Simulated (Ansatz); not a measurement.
# CrAgO2: the cost of one run

Method: DFT PBEsol without U, plane waves, PAW, in Ansatz 0.2.0.

2 further runs of the same task are left out: 2 that didn't finish.

## 1. The starting structure

Symmetry: R-3m, No. 166, trigonal system. Conventional cell: a = 2.985 Å, b = 2.985 Å, c = 18.510 Å, α = 90.00°, β = 90.00°, γ = 120.00°. Cr (site symmetry -3m) has 6 O at 2.00 Å as nearest neighbours. Ag (site symmetry -3m) has 2 O at 2.07 Å as nearest neighbours. O (site symmetry 3m) is surrounded by 3 Cr at 2.00 Å and 1 Ag at 2.07 Å.

Structure file:

```
Cr Ag O
1.0
     1.49250   -0.86170   12.34000
    -1.49250   -0.86170   12.34000
     0.00000   -3.44678   12.34000
Cr Ag O
2 2 4
Direct
  0.50000 0.50000 0.75000
  0.50000 0.50000 0.25000
  0.00000 0.00000 0.00000
  0.00000 0.00000 0.50000
  0.11190 0.11190 0.94405
  0.88810 0.88810 0.55595
  0.11190 0.11190 0.44405
  0.88810 0.88810 0.05595
```

An earlier series on this cell reached its lowest free state from «antiferromagnetic start, free», perhaps among other starts.

## 2. Antiferromagnetic directions held

input.yaml reads:

```yaml
crystal:
  lattice:
    - [1.49250042, -0.86169551, 12.33999598]
    - [-1.49250042, -0.86169551, 12.33999598]
    - [0.0, -3.44678206, 12.33999598]
  atoms:
    - { symbol: Cr, position: [0.5, 0.5, 0.75], spin: 3.0 }
    - { symbol: Ag, position: [0.0, 0.0, 0.0] }
    - { symbol: O, position: [0.1119, 0.1119, 0.94405] }
    - { symbol: O, position: [0.8881, 0.8881, 0.55595] }
    - { symbol: Cr, position: [0.5, 0.5, 0.25], spin: -3.0 }
    - { symbol: Ag, position: [0.0, 0.0, 0.5] }
    - { symbol: O, position: [0.1119, 0.1119, 0.44405] }
    - { symbol: O, position: [0.8881, 0.8881, 0.05595] }
basis:
  ecutwfc: 420
  ecutrho_ratio: 4
kpoints:
  mp_grid: { grid: [7, 7, 7] }
hamiltonian:
  xc: pbesol
scf:
  occupations: { method: gaussian, width: 0.05 }
  lower_state_search: "off"
  max_iter: 150
output:
  forces: true
  stress: true
  eigenvalues: true
  populations: true
  hubbard: { sites: [{ site: 0, l: d }, { site: 4, l: d }] }
magnetization:
  spin_polarized: true
  spin_locking: { lock_directions: true }
```

The lock stays on to the end, so the result is a constrained state.

Launch:

```sh
> ansatz run input.yaml --threads 4 --pin off --max-ram 6144MiB --backend cpu --events-out ev --progress --plain --runs-dir out
```

What time and memory should one allow on 4 threads of Arm Neoverse V1, shared host?

About 11 s, with a peak of 0.69 GiB.
